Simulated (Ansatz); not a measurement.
# TiSi16: the cost of one run

Method: DFT PBE, plane waves, PAW, scalar-relativistic, no spin polarisation, in Ansatz 0.2.0.

1 further run of the same task is left out (it didn't finish).

## (1) The system as given

The cell holds 17 atoms (Si16Ti): a = 7.679 Å, b = 7.679 Å, c = 7.679 Å, α = 60.00°, β = 60.00°, γ = 60.00°.

Its coordinates follow in the input file.

## (2) Relaxing the start

The input, input.yaml:

```yaml
crystal:
  lattice:
    - [0.0, 5.43, 5.43]
    - [5.43, 0.0, 5.43]
    - [5.43, 5.43, 0.0]
  atoms:
    - { symbol: Si, position: [0.0, 0.0, 0.0] }
    - { symbol: Si, position: [0.125, 0.125, 0.125] }
    - { symbol: Si, position: [0.0, 0.0, 0.5] }
    - { symbol: Si, position: [0.125, 0.125, 0.625] }
    - { symbol: Si, position: [0.0, 0.5, 0.0] }
    - { symbol: Si, position: [0.125, 0.625, 0.125] }
    - { symbol: Si, position: [0.0, 0.5, 0.5] }
    - { symbol: Si, position: [0.125, 0.625, 0.625] }
    - { symbol: Si, position: [0.5, 0.0, 0.0] }
    - { symbol: Si, position: [0.625, 0.125, 0.125] }
    - { symbol: Si, position: [0.5, 0.0, 0.5] }
    - { symbol: Si, position: [0.625, 0.125, 0.625] }
    - { symbol: Si, position: [0.5, 0.5, 0.0] }
    - { symbol: Si, position: [0.625, 0.625, 0.125] }
    - { symbol: Si, position: [0.5, 0.5, 0.5] }
    - { symbol: Si, position: [0.625, 0.625, 0.625] }
    - { symbol: Ti, position: [0.8793902, 0.87189, 0.8697262] }
basis:
  ecutwfc: 420.0
kpoints:
  mp_grid: { grid: [2, 2, 2] }
hamiltonian:
  xc: pbe
  pseudopotentials: { kind: paw, azcp: { folder: soft_1 } }
scf:
  occupations: { method: fermi_dirac, width: 0.05 }
  lower_state_search: "off"
relax:
  f_tol: 0.08
  max_steps: 25
  adjacent_minimum: "off"
```

Launch:

```console
ansatz run input.yaml --threads 1 --pin off --max-ram 3072MiB --backend cpu --events-out ev --progress --plain --runs-dir out
```

**Question.** How long does this run take on 1 thread of Arm Neoverse V1, shared host, and how much memory does it need?

About 29 s, with a peak of 0.55 GiB.
